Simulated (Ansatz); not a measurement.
**Cl2H2SSi: up Jacob's ladder to CCSD(T)**

How much do the methods differ for Cl2H2SSi? The plan is to run it at one geometry with functionals of several rungs and with coupled cluster, and see how far each lands from CCSD(T) at the basis-set limit for the atomisation energy.

The runs use Ansatz 0.2.0, Gaussian basis; functionals in def2-TZVPP, the program's frozen cores in correlated methods.

Levels to be run: LDA (SPW92), PBE-D4, revPBE-D4, BLYP-D4, r2SCAN-D4, B97M-V, PBE0-D4, B3LYP-D4, r2SCANh-D4, r2SCAN0-D4, HSE06-D4, BHLYP-D4, CAM-B3LYP-D4, LC-ωPBE, ωB97X-V, ωB97M-V, B2PLYP, PBE-QIDH; CCSD(T)/def2-SVP; CCSD(T)/def2-TZVPP; MP2/def2-QZVPP; extrapolation to the limit; RPA on PBE.

**1. The relaxed structure**

All runs share one geometry, relaxed beforehand with PBE0-D4 in a triple-zeta def2 set.

SMILES `S[SiH](Cl)Cl`, 6 atoms, charge 0, spin multiplicity 1.

Atoms are counted from 1 here; the program's logs count them from 0.

Bond lengths: S1–Si2 2.113 Å, S1–H5 1.346 Å, Si2–Cl3 2.036 Å, Si2–Cl4 2.042 Å, Si2–H6 1.474 Å. Angles: Si2–S1–H5 92.9°, S1–Si2–Cl3 105.8°, S1–Si2–Cl4 111.9°, S1–Si2–H6 113.2°, Cl3–Si2–Cl4 110.0°, Cl3–Si2–H6 109.1°, Cl4–Si2–H6 106.7°.

Coordinates:

```mol
Cl2H2SSi
  3D, bonds by distance, orders not assigned

  6  5  0  0  0  0  0  0  0  0999 V2000
   -1.4792    0.7439   -0.4474 S   0  0
    0.2989   -0.1155    0.3047 Si  0  0
   -0.0789   -0.5503    2.2572 Cl  0  0
    0.8101   -1.8159   -0.7036 Cl  0  0
   -0.9689    0.8849   -1.6848 H   0  0
    1.4600    0.7889    0.2278 H   0  0
  1  2  8  0
  2  3  8  0
  2  4  8  0
  1  5  8  0
  2  6  8  0
M  END
```

**2. LDA**

This LDA is Slater exchange with PW92 correlation.

in.yaml

```yaml
crystal:
  periodic: [false, false, false]
  atoms:
    - {symbol: S, position_ang: [-1.479186, 0.743931, -0.447417]}
    - {symbol: Si, position_ang: [0.298937, -0.115502, 0.304712]}
    - {symbol: Cl, position_ang: [-0.078906, -0.550327, 2.257187]}
    - {symbol: Cl, position_ang: [0.810149, -1.815949, -0.703622]}
    - {symbol: H, position_ang: [-0.968899, 0.884923, -1.684832]}
    - {symbol: H, position_ang: [1.460005, 0.788925, 0.227772]}
basis:
  gaussian: {orbitals: def2-TZVPP}
hamiltonian: {xc: lda}
output: {orbitals: {seedname: orbitals}}
```

After this run come: PBE-D4 (GGA); revPBE-D4 (GGA); BLYP-D4 (GGA); r2SCAN-D4 (meta-GGA); B97M-V (meta-GGA); PBE0-D4 (hybrid); B3LYP-D4 (hybrid); r2SCANh-D4 (hybrid); r2SCAN0-D4 (hybrid); HSE06-D4 (hybrid); BHLYP-D4 (hybrid); CAM-B3LYP-D4 (range-separated); LC-ωPBE-D4 (range-separated); ωB97X-V (range-separated); ωB97M-V (range-separated); B2PLYP (double hybrid); PBE-QIDH (double hybrid); CCSD(T) in def2-SVP; CCSD(T) in def2-TZVPP; MP2 in def2-QZVPP; RPA on PBE orbitals.

Before running them: what should the planned runs give, taken together? Wanted: atomisation energy, CCSD(T)/CBS; farthest beyond LDA; mean size of error, GGA; mean size of error, meta-GGA; mean size of error, hybrid; mean size of error, range-separated; mean size of error, double hybrid; gap, smallest and largest; T1 diagnostic.

As calculated:

| quantity | value |
| --- | --- |
| atomisation energy, CCSD(T)/CBS | 1843.7 kJ/mol |
| functionals within 9.2 kJ/mol (0.5 %) | PBE0-D4, r2SCANh-D4, HSE06-D4 |
| farthest beyond LDA | BHLYP-D4 (-68.6 kJ/mol) |
| mean size of error, GGA | 29.8 kJ/mol |
| mean size of error, meta-GGA | 20.5 kJ/mol |
| mean size of error, hybrid | 23.0 kJ/mol |
| mean size of error, range-separated | 26.1 kJ/mol |
| mean size of error, double hybrid | 32.3 kJ/mol |
| gap, smallest and largest | 5.62 eV (LDA (SPW92)), 12.98 eV (LC-ωPBE) |
| T1 diagnostic | 0.0097 |
| triples share of the correlation energy | 4.3 % |

In words: The LDA atomisation energy is off by 246.6 kJ/mol (13 %): it overbinds. PBE-D4 is off by +9.8 kJ/mol. Double hybrids carry the basis error of their MP2 part in triple zeta, and no dispersion term here, so their miss is partly the set-up's. Taken by rung, meta-GGA functionals do best (20.5 kJ/mol on average) and double hybrid ones worst beyond LDA (32.3 kJ/mol). The gap between the best rungs is small, so their order is not settled. Misses under about 9.2 kJ/mol are within the doubt on the reference itself, which lacks core-valence correlation, relativity and higher excitations. Hartree-Fock recovers 73 % of the binding; the rest is correlation. CCSD(T) in def2-SVP is off by -193.3 kJ/mol, more than most functionals: a good method in a small basis is no reference. The gap grows from 5.6 to 13.0 eV across the functionals, mostly with the share of exact exchange.
